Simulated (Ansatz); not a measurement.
TiO2, space group P1, a dry run that shows the plan

Program: Ansatz 0.2.0, Python API.

Typed at the interpreter:
```pycon
>>> import warnings
>>> import ansatz as az
>>> XC = "lda"
>>> CUTOFF_EV = 380
>>> K_DENSITY = 3.1
>>> N_EMPTY = 12
>>> warnings.simplefilter("ignore", az.DeckWarning)
>>> system = (
...     az.Lattice.from_parameters(2.968265, 4.707607, 7.241215, alpha=88.08151, beta=78.17761, gamma=89.99747)
...     .atom("Ti", [0.66170814, 0.52047436, 0.68449636])
...     .atom("Ti", [0.34464021, 0.48025965, 0.31695987])
...     .atom("Ti", [0.00337187, 0.0003888, 0.0007032])
...     .atom("O", [0.56802567, 0.81530006, 0.87282718])
...     .atom("O", [0.22940715, 0.70300728, 0.54951473])
...     .atom("O", [0.90649721, 0.69183699, 0.19517157])
...     .atom("O", [0.10123624, 0.30895342, 0.80624322])
...     .atom("O", [0.77792634, 0.29772875, 0.45187807])
...     .atom("O", [0.44003816, 0.18543769, 0.1285388])
... )
>>> job = system.calculation()
>>> job = job.functional(XC).basis(CUTOFF_EV, xc_grid=2)
>>> job = job.kpoints(density=K_DENSITY).occupations(az.OccupationsMethod.FERMI_DIRAC)
>>> job = job.scf(extra_bands=N_EMPTY, algorithm="density_mixing")
>>> session = job.session()
>>> print("features:", ", ".join(session.active_features))
features: FinerXcGrid, AnyPaw, Paw, LdaXc, FractionalOccupations
>>> print("SCF threshold (eV):", session.dr2_threshold)
SCF threshold (eV): 1e-07
>>> planned = session.plan(dry_run=True)
>>> told = planned.describe()
>>> for name in ("ecut_ev", "ecutrho_ev", "n_bands", "nominal_top_band", "n_pw_range", "fft_dense", "fft_smooth", "n_sym_ops", "cell_volume_ang3"):
...     print(f"{name:18s} {told[name]}")
...
ecut_ev            380.0
ecutrho_ev         1520.0
n_bands            48
nominal_top_band   36
n_pw_range         [1649, 1681]
fft_dense          [20, 30, 48]
fft_smooth         [20, 30, 45]
n_sym_ops          1
cell_volume_ang3   98.98027132728274
>>> for notice in planned.prep()["deck_notices"]:
...     print("resolved:", notice["kind"])
...
resolved: cutoff_below_recommended
resolved: cutoff_auto_derived
resolved: extra_bands_typed
resolved: mixing_algorithm_auto_resolved
resolved: check_enabled
```

The structure comes from a database and needn't be a stable phase.
